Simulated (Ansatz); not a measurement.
# C₉H₁₀O₃SiW: basis-set convergence

One table from this session's results is given with a row withheld; the runs are named, their logs left out.

Method: one geometry, several basis sets; program: Ansatz 0.2.0, Gaussian basis.

Levels to be run: PBE0-D4/def2-SVP; ωB97M-V/def2-SVP; PBE0-D4/def2-QZVPP; ωB97M-V/def2-QZVPP; the functionals' def2-TZVPP values are taken from earlier runs.

## The relaxed structure

The geometry comes from an earlier relaxation with PBE0-D4 in a triple-zeta def2 set; it is a stationary point, not always the lowest conformer. W takes the def2 core potential; no spin-orbit term is included.

SMILES `[CH3][W-3]1234([C]#[O+])([C]#[O+])([C]#[O+])[C@@H]5[C@H]1[C@H]2[C@@]3([SiH3])[C@@H]54`, 24 atoms, charge 0, spin multiplicity 1.

Atoms are counted from 1 here; the program's logs count them from 0.

Bond lengths: C1–W2 2.297 Å, C1–H15 1.088 Å, C1–H16 1.091 Å, C1–H17 1.092 Å, W2–C3 1.986 Å, W2–C5 1.986 Å, W2–C7 1.991 Å, W2–C9 2.338 Å, W2–C10 2.379 Å, W2–C11 2.377 Å, W2–C12 2.355 Å, W2–C14 2.318 Å, C3–O4 1.146 Å, C5–O6 1.146 Å, C7–O8 1.147 Å, C9–C10 1.419 Å, C9–C14 1.422 Å, C9–H18 1.079 Å and more. Angles: W2–C1–H15 114.3°, W2–C1–H16 108.9°, W2–C1–H17 108.3°, H15–C1–H16 108.1°, H15–C1–H17 108.1°, H16–C1–H17 109.0°, C1–W2–C3 73.3°, C1–W2–C5 73.2°, C1–W2–C7 132.1°, C1–W2–C9 134.0°, C1–W2–C10 99.5°, C1–W2–C11 79.7°, C1–W2–C12 96.8°, C1–W2–C14 132.3°, C3–W2–C5 104.0°, C3–W2–C7 78.1°, C3–W2–C9 108.6°, C3–W2–C10 96.3° and more.

The first run:

The input, in.yaml:

```yaml
crystal:
  periodic: [false, false, false]
  atoms:
    - {symbol: C, position_ang: [0.698160, -1.984604, 0.818829]}
    - {symbol: W, position_ang: [-0.126780, 0.159348, 0.828747]}
    - {symbol: C, position_ang: [0.681230, -0.149404, 2.616991]}
    - {symbol: O, position_ang: [1.195101, -0.318909, 3.626803]}
    - {symbol: C, position_ang: [-1.694975, -1.057938, 0.792873]}
    - {symbol: O, position_ang: [-2.592127, -1.767443, 0.724718]}
    - {symbol: C, position_ang: [-1.415362, 1.088374, 2.028533]}
    - {symbol: O, position_ang: [-2.157893, 1.624961, 2.718584]}
    - {symbol: C, position_ang: [0.649230, 2.202951, 0.000582]}
    - {symbol: C, position_ang: [1.738728, 1.300653, -0.108351]}
    - {symbol: C, position_ang: [1.365669, 0.287376, -1.017303]}
    - {symbol: C, position_ang: [0.042341, 0.532741, -1.490396]}
    - {symbol: Si, position_ang: [-0.926519, -0.492390, -2.704642]}
    - {symbol: C, position_ang: [-0.390538, 1.735954, -0.849751]}
    - {symbol: H, position_ang: [0.294089, -2.624236, 1.601295]}
    - {symbol: H, position_ang: [1.782256, -1.947013, 0.937903]}
    - {symbol: H, position_ang: [0.462835, -2.437862, -0.145900]}
    - {symbol: H, position_ang: [0.627439, 3.099341, 0.601455]}
    - {symbol: H, position_ang: [2.685023, 1.377795, 0.405487]}
    - {symbol: H, position_ang: [1.977197, -0.560291, -1.289094]}
    - {symbol: H, position_ang: [-0.620164, -1.929201, -2.492522]}
    - {symbol: H, position_ang: [-2.372552, -0.232087, -2.499390]}
    - {symbol: H, position_ang: [-0.559750, -0.129012, -4.099536]}
    - {symbol: H, position_ang: [-1.342647, 2.220917, -1.005947]}
basis:
  gaussian: {orbitals: def2-SVP}
hamiltonian: {xc: pbe0, dispersion: d4}
output: {orbitals: {seedname: orbitals}}
```

Started as:

```console
$ ansatz run in.yaml --threads 11 --pin off --events-out ev --progress --plain --max-ram 174080MiB --backend cpu
```

Among the steps run: PBE0-D4 in def2-SVP; ωB97M-V in def2-SVP; PBE0-D4 in def2-QZVPP; ωB97M-V in def2-QZVPP.

One table of the session follows, with a row left open; its other results are not shown here.

It belongs to the step «Density functionals: the series». 

| functional | basis | HOMO (eV) |
| --- | --- | --- |
| PBE0-D4 | def2-SVP | -6.36 |
| PBE0-D4 | def2-TZVPP | -6.32 |
| PBE0-D4 | def2-QZVPP | ? |
| ωB97M-V | def2-SVP | -8.26 |
| ωB97M-V | def2-TZVPP | -8.25 |
| ωB97M-V | def2-QZVPP | -8.26 |

Estimate the missing values for PBE0-D4, def2-QZVPP.

As computed: HOMO (eV): -6.34. In the column «HOMO (eV)» it lies between PBE0-D4, def2-SVP (-6.36) and PBE0-D4, def2-TZVPP (-6.32).
